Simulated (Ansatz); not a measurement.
# LaW6: the cost of one run

Program: Ansatz 0.2.0. Level of theory: DFT PBE, scalar-relativistic, plane waves, PAW. These are calculated values, not measurements.

## (1) The system as given

The structure is cubic, space group Fm-3m (No. 225). Conventional cell: a = 8.634 Å, b = 8.634 Å, c = 8.634 Å, α = 90.00°, β = 90.00°, γ = 90.00°. La (site symmetry m-3m) has 6 W at 2.61 Å in its first shell of neighbours. W (site symmetry 4mm) has 4 W at 2.42 Å and 1 La at 2.61 Å in its first shell of neighbours.

As a file:

```
La W
1.0
     0.00000    4.31714    4.31714
     4.31714    0.00000    4.31714
     4.31714    4.31714    0.00000
La W
1 6
Cartesian
  0.0000 0.0000 0.0000
  2.6050 4.3171 4.3171
  6.0293 4.3171 4.3171
  4.3171 2.6050 4.3171
  4.3171 6.0293 4.3171
  4.3171 4.3171 2.6050
  4.3171 4.3171 6.0293
```

A structure generator made this guess: random cell by space group and Wyckoff sites (Fm-3m, No. 225). Its size is a rough estimate.

## (2) Probe: one point on a coarse mesh

The input, input.yaml:

```yaml
crystal:
  lattice:
    - [0.0, 4.31714112, 4.31714112]
    - [4.31714112, 0.0, 4.31714112]
    - [4.31714112, 4.31714112, 0.0]
  atoms:
    - { symbol: La, position: [0.0, 0.0, 0.0] }
    - { symbol: W, position: [0.69829383, 0.30170617, 0.30170617] }
    - { symbol: W, position: [0.30170617, 0.69829383, 0.69829383] }
    - { symbol: W, position: [0.30170617, 0.69829383, 0.30170617] }
    - { symbol: W, position: [0.69829383, 0.30170617, 0.69829383] }
    - { symbol: W, position: [0.30170617, 0.30170617, 0.69829383] }
    - { symbol: W, position: [0.69829383, 0.69829383, 0.30170617] }
basis:
  ecutwfc: 420
kpoints:
  mp_grid: { grid: [4, 4, 4] }
hamiltonian:
  xc: pbe
scf:
  occupations: { method: gaussian, width: 0.1 }
  lower_state_search: "off"
output:
  forces: true
  stress: true
  eigenvalues: true
```

Started as:

```bash
$ ansatz run input.yaml --threads 1 --pin off --max-ram 2560MiB --backend cpu --events-out ev --progress --plain --runs-dir out
```

**Question.** How long does this run take on 1 thread of Intel Xeon at 2.70GHz, shared host, and how much memory does it need?

About 5.3 s, with a peak of 0.48 GiB.
